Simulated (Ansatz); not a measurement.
Runs of Ansatz 0.2.0 on WS. The structure is cubic, space group Pm-3m (No. 221). Conventional cell: a = 3.008 Å, b = 3.008 Å, c = 3.008 Å, α = 90.00°, β = 90.00°, γ = 90.00°. Around W (site symmetry m-3m) lie 8 S at 2.60 Å. S (site symmetry m-3m) is surrounded by 8 W at 2.60 Å. The cell was built by a generator and needn't be a form met in nature.

```tsv
task	level	potentials or basis	cell	k mesh	cutoff (eV)	smearing	basis error allowed	mesh quality	gap on the mesh (eV)	pressure (GPa)
single point	PBE	all-electron LAPW, scalar-relativistic	as given	9 × 9 × 9	234	fermi-dirac 0.05 eV	0.001 eV/atom	not flagged	none	0.5
elastic constants	PBE	all-electron LAPW, scalar-relativistic	as given	7 × 7 × 7	231	fermi-dirac 0.05 eV	0.002 eV/atom	coarse	none	(a)
single point	PBE	all-electron LAPW, scalar-relativistic	as given	5 × 5 × 5	215	fermi-dirac 0.04 eV	0.002 eV/atom	coarse	none	0.3
phonons	PBEsol	all-electron PAW datasets made for the crystal	as given	9 × 9 × 9	320	fermi-dirac 0.05 eV	-	not flagged	none	-
single point	PBE	all-electron LAPW, scalar-relativistic	atoms moved at random, drawn with an rms of 0.05 Å	9 × 9 × 9	244	fermi-dirac 0.05 eV	0.001 eV/atom	not flagged	none	0.8
phonons	PBE	all-electron LAPW, scalar-relativistic	as given	9 × 9 × 9	231	fermi-dirac 0.05 eV	0.002 eV/atom	not flagged	none	-
```

Alike in all rows: no spin polarisation.

Question: Fill in the values left out.

Answer: (a) 0.4.

Caveats: some runs use coarse meshes; a metal's response needs a denser mesh (some runs); the k mesh is thin for a metal, which can move the energy by tens of meV per atom (some runs); the elastic tensor has a negative eigenvalue, so either the cell is unstable as it stands or the mesh is too thin (some runs).

A k mesh can miss the band edges, and the runs leave out spin-orbit coupling on W.

A gap of «none» marks a metal or a gap under the smearing width.

The runs don't all hold the same shells in valence.
